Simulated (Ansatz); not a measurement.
# F3H3OSi2: the cost of one run

All numbers below are computed with Ansatz 0.2.0 (RKS PBE-D4/STO-3G).

### 1 The starting structure

Bond lengths: Si1–O2 1.680 Å, O2–Si3 1.680 Å, Si3–H4 1.460 Å, Si3–H5 1.460 Å, Si3–H6 1.460 Å, Si1–F7 1.590 Å, Si1–F8 1.589 Å, Si1–F9 1.589 Å. Angles: Si1–O2–Si3 125.0°, O2–Si1–F7 109.5°, O2–Si1–F8 109.5°, O2–Si1–F9 109.5°, F7–Si1–F8 109.5°, F7–Si1–F9 109.5°, F8–Si1–F9 109.5°, O2–Si3–H4 109.5°, O2–Si3–H5 109.5°, O2–Si3–H6 109.5°, H4–Si3–H5 109.4°, H4–Si3–H6 109.4°, H5–Si3–H6 109.4°.

Coordinates:

```xyz
9

Si    0.0000    0.0000    0.0000
O     0.0000    0.0000    1.6800
Si   -1.3147   -0.4067    2.6436
H    -2.2390   -1.2403    1.8804
H    -0.8506   -1.1432    3.8157
H    -1.9987    0.8095    3.0733
F     1.4994    0.0000   -0.5295
F    -0.7489    1.2974   -0.5295
F    -0.7489   -1.2974   -0.5295
```

### 2 Preparing the start

input.yaml

```yaml
crystal:
  periodic: [false, false, false]
  atoms:
    - { symbol: Si, position_ang: [0.0, 0.0, 0.0] }
    - { symbol: O, position_ang: [0.0, 0.0, 1.68] }
    - { symbol: Si, position_ang: [-1.3147, -0.4067, 2.6436] }
    - { symbol: H, position_ang: [-2.239, -1.2403, 1.8804] }
    - { symbol: H, position_ang: [-0.8506, -1.1432, 3.8157] }
    - { symbol: H, position_ang: [-1.9987, 0.8095, 3.0733] }
    - { symbol: F, position_ang: [1.4994, 0.0, -0.5295] }
    - { symbol: F, position_ang: [-0.7489, 1.2974, -0.5295] }
    - { symbol: F, position_ang: [-0.7489, -1.2974, -0.5295] }
basis:
  gaussian: { orbitals: STO-3G }
hamiltonian:
  xc: pbe
  dispersion: d4
relax:
  f_tol: 0.02
  max_steps: 40
```

On the command line:

```
ansatz run input.yaml --threads 1 --pin off --max-ram 2048MiB --backend cpu --events-out ev --progress --plain --runs-dir out
```

Q: Estimate wall time and peak memory on 1 thread of Arm Neoverse V2, shared host.

About 20 s, with a peak of 0.13 GiB.
